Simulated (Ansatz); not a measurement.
# CH7AlN2: basis-set convergence

How large a basis does CH7AlN2 need? Two functionals are run in growing sets.

Method: one geometry, several basis sets; program: Ansatz 0.2.0, Gaussian basis.

The runs, in order: PBE0-D4/def2-SVP; ωB97M-V/def2-SVP; PBE0-D4/def2-QZVPP; ωB97M-V/def2-QZVPP; the functionals' def2-TZVPP values are taken from earlier runs.

## 1. Structure used throughout

All runs share one geometry, relaxed beforehand with PBE0-D4 in a triple-zeta def2 set.

11 atoms, charge 0, spin multiplicity 1.

Atoms are counted from 1 here; the program's logs count them from 0.

Bond lengths: N1–C2 1.528 Å, N1–Al3 2.023 Å, N1–H5 1.011 Å, N1–H6 1.011 Å, C2–Al3 1.946 Å, C2–H7 1.088 Å, C2–H8 1.088 Å, Al3–N4 1.783 Å, Al3–H9 1.586 Å, N4–H10 1.006 Å, N4–H11 1.006 Å. Angles: C2–N1–Al3 64.7°, C2–N1–H5 113.2°, C2–N1–H6 114.0°, Al3–N1–H5 121.2°, Al3–N1–H6 125.7°, H5–N1–H6 109.0°, N1–C2–Al3 70.0°, N1–C2–H7 110.2°, N1–C2–H8 110.6°, Al3–C2–H7 122.3°, Al3–C2–H8 124.5°, H7–C2–H8 109.5°, N1–Al3–C2 45.3°, N1–Al3–N4 115.6°, N1–Al3–H9 109.0°, C2–Al3–N4 119.3°, C2–Al3–H9 120.6°, N4–Al3–H9 120.0° and more.

## 2. PBE0-D4 in def2-SVP

File in.yaml:

```yaml
crystal:
  periodic: [false, false, false]
  atoms:
    - {symbol: N, position_ang: [-1.198154, 0.512087, 0.240878]}
    - {symbol: C, position_ang: [-0.064482, 1.259123, -0.460950]}
    - {symbol: Al, position_ang: [0.656947, -0.222043, 0.573955]}
    - {symbol: N, position_ang: [1.037709, -1.756835, -0.249920]}
    - {symbol: H, position_ang: [-1.833085, 0.058749, -0.401571]}
    - {symbol: H, position_ang: [-1.730693, 1.082095, 0.883265]}
    - {symbol: H, position_ang: [-0.019728, 2.288394, -0.112417]}
    - {symbol: H, position_ang: [-0.207053, 1.246290, -1.539554]}
    - {symbol: H, position_ang: [1.020030, -0.034565, 2.106661]}
    - {symbol: H, position_ang: [1.280827, -2.610188, 0.224912]}
    - {symbol: H, position_ang: [1.122984, -1.880006, -1.244759]}
basis:
  gaussian: {orbitals: def2-SVP}
hamiltonian: {xc: pbe0, dispersion: d4}
output: {orbitals: {seedname: orbitals}}
```

Command:

```sh
$ ansatz run in.yaml --threads 2 --pin off --events-out ev --progress --plain --max-ram 4352MiB
```

After this run come: ωB97M-V in def2-SVP; PBE0-D4 in def2-QZVPP; ωB97M-V in def2-QZVPP.

**Question.** What will the summary of the whole plan be? Wanted: PBE0-D4: double and triple zeta above quadruple; ωB97M-V: double and triple zeta above quadruple.

As calculated:

| quantity | value |
| --- | --- |
| PBE0-D4: double and triple zeta above quadruple | 7.71, 0.47 eV |
| ωB97M-V: double and triple zeta above quadruple | 7.89, 0.45 eV |

**Reading.** For PBE0-D4 the step from double to triple zeta gains 7.24 eV and the next only 0.47 eV. These are total energies; as a rule much of such shifts cancels in differences, which this series doesn't test. The LUMO of ωB97M-V is positive and keeps falling with the basis (2.80 to 1.26 eV): an unbound level that the basis holds in place.
